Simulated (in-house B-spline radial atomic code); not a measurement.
# Ar⁴⁺: ionisation energy by several methods

How far do functionals differ on the ionisation energy of Ar⁴⁺? Each run solves Ar⁴⁺ and then the next ion ([Ne] 3s2 3p1).

The numbers are computed with in-house B-spline radial atomic code version 1 (scalar-relativistic (X2C), several functionals, spin-polarised; spherical all-electron atom at the radial basis limit), except any that are marked as measured or tabulated.

## Step 1: The atom as given

```
element       : argon (Z = 18)
charge        : +4
electrons     : 14
configuration : [Ne] 3s2 3p2
nucleus       : Fermi, rms radius 3.427 fm
```

The outer shells:

[Ne] 3s2 3p2
```
[Ne] core
3s [↑↓]
3p [↑ ][↑ ][  ]
```

Where spins are not typed, each open shell is filled with up spins first.

## Step 2: BP86, a GGA

Settings of the run:

```ini
Z = 18
electrons = 14.0
configuration = [Ne] 3s2 3p2
hamiltonian = x2c
method = b88,p86
spin_polarised = True
nucleus = fermi
rms_radius = 3.4274
mass_number = 40
atomic_mass = 39.96238312204
speed_of_light = 137.035999084
```

## Step 3: RPBE, a GGA

Settings: those of step 2 with these lines changed.

```diff
@@ -4,3 +4,3 @@
 hamiltonian = x2c
-method = b88,p86
+method = rpbe,pbe
 spin_polarised = True
```

## Step 4: Hartree-Fock

Settings: those of step 3 with these lines changed.

```diff
@@ -4,3 +4,3 @@
 hamiltonian = x2c
-method = rpbe,pbe
+method = hf
 spin_polarised = True
```

## Step 5: AM05, a GGA

Settings: those of step 4 with these lines changed.

```diff
@@ -4,3 +4,3 @@
 hamiltonian = x2c
-method = hf
+method = am05
 spin_polarised = True
```

## Step 6: r2SCAN, a meta-GGA

Settings: those of step 5 with these lines changed.

```diff
@@ -4,3 +4,3 @@
 hamiltonian = x2c
-method = am05
+method = r2scan
 spin_polarised = True
```

## Step 7: TPSS, a meta-GGA

Settings: those of step 6 with these lines changed.

```diff
@@ -4,3 +4,3 @@
 hamiltonian = x2c
-method = r2scan
+method = tpss,tpss
 spin_polarised = True
```

## Step 8: LDA (PW92)

Settings: those of step 7 with these lines changed.

```diff
@@ -4,3 +4,3 @@
 hamiltonian = x2c
-method = tpss,tpss
+method = lda,pw
 spin_polarised = True
```

## Step 9: exchange-only LDA

Settings: those of step 8 with these lines changed.

```diff
@@ -4,3 +4,3 @@
 hamiltonian = x2c
-method = lda,pw
+method = lda,
 spin_polarised = True
```

Before running: The tabulated ionisation energy is 74.84 ± 0.17 eV (semi-empirical; NIST Atomic Spectra Database). What does each method give, and which comes nearest?

The runs gave:

| method | rung | total energy (hartree) | ΔSCF (eV) | −ε highest (eV) | ΔSCF less tabulated (eV) |
| --- | --- | --- | --- | --- | --- |
| LDA (PW92) | LDA | -522.4629 | 74.861 | 66.866 (3p up) | +0.021 |
| exchange-only LDA | LDA | -521.2766 | 73.538 | 65.605 (3p up) | -1.302 |
| BP86 | GGA | -524.1553 | 74.929 | 66.955 (3p up) | +0.089 |
| RPBE | GGA | -524.0742 | 74.866 | 66.931 (3p up) | +0.026 |
| AM05 | GGA | -522.6323 | 74.767 | 66.800 (3p up) | -0.073 |
| r2SCAN | meta-GGA | -524.0536 | 75.130 | 67.399 (3p up) | +0.290 |
| TPSS | meta-GGA | -524.1219 | 75.008 | 67.120 (3p up) | +0.168 |
| Hartree-Fock | Hartree-Fock | -523.5270 | 73.962 | 74.370 (3p up) | -0.878 |

The tabulated ionisation energy is 74.84 ± 0.17 eV (semi-empirical; NIST Atomic Spectra Database). LDA (PW92) comes nearest (+0.021 eV) and exchange-only LDA is farthest (-1.302 eV, 1.7 %). Mean absolute error by rung (exchange-only levels left out): LDA 0.02 eV, GGA 0.06 eV, meta-GGA 0.23 eV, Hartree-Fock 0.88 eV. Relativistic terms that these runs lack can be as large as the gaps between close methods, so the nearest may be so by luck. Open shells are averaged (over orientations, and over spins where the run is restricted), while tables refer to the lowest levels. For the semilocal functionals minus the highest level recovers only 89 to 90 % of their own ΔSCF value, a mark of self-interaction.
